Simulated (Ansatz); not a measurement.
# InH₄+ (singlet): wave-function methods side by side, def2-TZVPP

The task here is to estimate one member of a computed series from the others.

Program: Ansatz 0.2.0, Gaussian basis. Level of theory: def2-TZVPP, core rule «outside noble gas», up to 9 orbitals frozen. These are calculated values, not measurements.

The runs, in order: UHF; CCSD(T) on RHF; CCSD(T) on UHF; BCCD(T) on RHF; CCSDT(Q) on RHF; CCSDT(Q) on UHF; CASSCF and MRCISD+Q, 6 electrons in 8 orbitals; CASSCF and NEVPT2, 6 electrons in 8 orbitals.

2 further runs of the same task are left out: 2 set aside as unsound or not needed.

### What is computed

The geometry is a PBE0/def2-TZVP stationary point (not a proven minimum) of the parent state, kept for this charge and spin. No spin-orbit coupling is included. Elements past krypton take def2 core potentials.

5 atoms, charge 1, spin multiplicity 1.

Atoms are counted from 1 here; the program's logs count them from 0.

Bond lengths: In1–H2 1.798 Å, In1–H3 1.798 Å, In1–H4 1.798 Å, In1–H5 1.798 Å. Angles: H2–In1–H3 67.7°, H2–In1–H4 133.6°, H2–In1–H5 133.6°, H3–In1–H4 133.6°, H3–In1–H5 133.6°, H4–In1–H5 67.7°.

The first run:

The input, in.yaml:

```yaml
crystal:
  periodic: [false, false, false]
  atoms:
    - {symbol: In, position_ang: [0.000000, 0.000000, 0.000000]}
    - {symbol: H, position_ang: [0.701384, 0.715322, 1.492890]}
    - {symbol: H, position_ang: [-0.709117, -0.705291, 1.494010]}
    - {symbol: H, position_ang: [-0.706435, 0.700227, -1.497657]}
    - {symbol: H, position_ang: [0.714168, -0.710258, -1.489243]}
basis:
  gaussian: {orbitals: def2-TZVPP}
total_charge: 1
magnetization: {spin_polarized: true, initial_magnetization: 0}
hamiltonian: {xc: hf}
output: {orbitals: {seedname: orbitals}}
```

Run with:

```console
$ ansatz run in.yaml --threads 1 --pin off --events-out ev --progress --plain --max-ram 4096MiB --backend cpu
```

Among the steps run: UHF; CCSD(T) on RHF; CCSD(T) on UHF; BCCD(T) on RHF; CCSDT(Q) on RHF; CCSDT(Q) on UHF; CASSCF and MRCISD+Q, 6 electrons in 8 orbitals; CASSCF and NEVPT2, 6 electrons in 8 orbitals.

One table of the session follows, with a row left open; its other results are not shown here.

```
          method  from RCCSDT(Q) (meV)
             RHF               +5858.6
             UHF               +2576.0
            RMP2               +2178.2
            UMP2                +733.1
           RCCSD                +557.1
           UCCSD                 +42.8
        RCCSD(T)                 -37.9
        UCCSD(T)                  -8.2
         BCCD(T)                 -55.5
          RCCSDT                     ?
          UCCSDT                 -31.8
       RCCSDT(Q)                     0
       UCCSDT(Q)                 -34.2
  CASSCF valence               +1279.8
  NEVPT2 valence                +295.7
  MRCISD valence                 -25.1
MRCISD+Q valence                 -61.3
```

Estimate the missing values for RCCSDT.

As computed: from RCCSDT(Q) (meV): -42.3. In the column «from RCCSDT(Q) (meV)» it lies between BCCD(T) (-55.5) and RCCSD(T) (-37.9).

To keep in mind: The determinant is far from a pure spin state, so its energy mixes those of several spin states (harmless only where they are near-degenerate, as at dissociation). The report flags that the cluster equations may have other roots. The program flags RCCSD(T), BCCD(T), RCCSDT(Q) as in doubt, so the zero of the table is itself unsure. Warnings: restricted reference is unstable; spin contamination; large T1 diagnostic. Restricted and unrestricted rows rest on different reference determinants; where their highest levels disagree by more than a few hundredths of an eV, they describe different states and don't form one ladder.
